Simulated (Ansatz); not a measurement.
**Rb3Zn under changes of volume**

One of the cells (62.276 Å³/atom); the others are scaled copies at fixed shape and fractional positions:

```
Rb Zn
1.0
    -3.13969    3.13969    6.31754
     3.13969   -3.13969    6.31754
     3.13969    3.13969   -6.31754
Rb Zn
3 1
Direct
  0.50000 0.50000 0.00000
  0.25000 0.75000 0.50000
  0.75000 0.25000 0.50000
  0.00000 0.00000 0.00000
```

The cell comes from a database or a generator and needn't be the stable form of this composition.

* Program: Ansatz 0.2.0
* Functional: PBE
* Potentials or basis: Ansatz PAW
* Cutoff: 420 eV (not typed: the program's choice for these potentials)
* k mesh: 6 × 6 × 6
* Occupations: fermi-dirac, width 0.05 eV
* Spin: no spin polarisation

```tsv
volume (Å³/atom)	energy over the lowest point (meV/atom)	pressure (GPa)
58.539	?	?
59.785	2.19	0.2
61.030	0.90	0.1
62.276	0.19	0.1
63.522	0.00	0.0
64.767	0.27	-0.1
66.013	0.97	-0.1
```

**Question.** What does the run at 58.539 Å³/atom give?

**Answer.** Energy over the lowest point 4.11 meV/atom; pressure 0.3 GPa.

Worked out: A Birch-Murnaghan fit of order 3 (a polynomial in V^(-2/3)) to the other rows has its minimum at 63.39 Å³/atom with B0 = V·E''(V) = 3.1 GPa and B' = 4.3 at fixed shape and positions, which overstates the stiffness. It gives 4.12 meV/atom at 58.539 Å³/atom, against the run's 4.11, and -dE/dV = 0.3 GPa, against 0.3.

Energies are extrapolated to zero smearing.
